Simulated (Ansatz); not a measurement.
# GaHCl2: the cost of one run

Method: DFT PBE+D3(BJ), plane waves, PAW, scalar-relativistic, no spin polarisation, in Ansatz 0.2.0.

## Step 1: The structure to begin with

The cell holds 16 atoms (Cl8Ga4H4): a = 6.794 Å, b = 6.794 Å, c = 10.032 Å, α = 90.90°, β = 90.90°, γ = 124.27°.

Coordinates:

```
CELL_PARAMETERS angstrom
3.17558 -6.00595 0.00000
3.17558 6.00595 0.00000
-0.33676 0.00000 10.02606
ATOMIC_POSITIONS crystal
Ga 0.06278 0.32697 0.57699
Ga 0.67303 0.93722 0.92301
Ga 0.93722 0.67303 0.42301
Ga 0.32697 0.06278 0.07699
H 0.30929 0.42186 0.63535
H 0.57814 0.69071 0.86465
H 0.69071 0.57814 0.36465
H 0.42186 0.30929 0.13535
Cl 0.74599 0.96836 0.58473
Cl 0.03164 0.25401 0.91527
Cl 0.25401 0.03164 0.41527
Cl 0.96836 0.74599 0.08473
Cl 0.07325 0.43824 0.35768
Cl 0.56176 0.92675 0.14232
Cl 0.92675 0.56176 0.64232
Cl 0.43824 0.07325 0.85768
```

## Step 2: Run 1

130 steps of 0.5 fs under a Langevin thermostat and barostat at 500 K and 20 GPa.

File input.yaml:

```yaml
accuracy: low
crystal:
  lattice:
    - [3.175581, -6.005951, 0.0]
    - [3.175581, 6.005951, 0.0]
    - [-0.336764, 0.0, 10.026064]
  atoms:
    - { symbol: Ga, position: [0.0627838, 0.3269696, 0.5769853] }
    - { symbol: Ga, position: [0.6730304, 0.9372162, 0.9230147] }
    - { symbol: Ga, position: [0.9372162, 0.6730304, 0.4230147] }
    - { symbol: Ga, position: [0.3269696, 0.0627838, 0.0769853] }
    - { symbol: H, position: [0.3092852, 0.4218638, 0.6353458] }
    - { symbol: H, position: [0.5781362, 0.6907148, 0.8646542] }
    - { symbol: H, position: [0.6907148, 0.5781362, 0.3646542] }
    - { symbol: H, position: [0.4218638, 0.3092852, 0.1353458] }
    - { symbol: Cl, position: [0.7459941, 0.9683579, 0.5847253] }
    - { symbol: Cl, position: [0.0316421, 0.2540059, 0.9152747] }
    - { symbol: Cl, position: [0.2540059, 0.0316421, 0.4152747] }
    - { symbol: Cl, position: [0.9683579, 0.7459941, 0.0847253] }
    - { symbol: Cl, position: [0.0732464, 0.438236, 0.35768] }
    - { symbol: Cl, position: [0.561764, 0.9267536, 0.14232] }
    - { symbol: Cl, position: [0.9267536, 0.561764, 0.64232] }
    - { symbol: Cl, position: [0.438236, 0.0732464, 0.85768] }
basis:
  ecutwfc: 420.0
kpoints:
  mp_grid: { grid: [2, 2, 1] }
hamiltonian:
  xc: pbe
  dispersion: d3bj
scf:
  occupations: { method: fermi_dirac, width: 0.05 }
  lower_state_search: "off"
md:
  timestep: 0.5
  n_steps: 130
  ensemble: npt_langevin
  temperature: 500.0
  initial_velocities: maxwell_boltzmann
  seed: 166646
  friction: 0.02
  pressure: 20.0
  fix_cell: [shape]
```

The run is started by

```
$ ansatz run input.yaml --threads 1 --pin off --max-ram 3072MiB --backend cpu --events-out ev --progress --plain --runs-dir out
```

Q: Estimate wall time and peak memory on 1 thread of Intel Xeon Platinum 8175M at 2.50GHz (Skylake/Cascade Lake), shared host.

About 9 min, with a peak of 0.68 GiB.
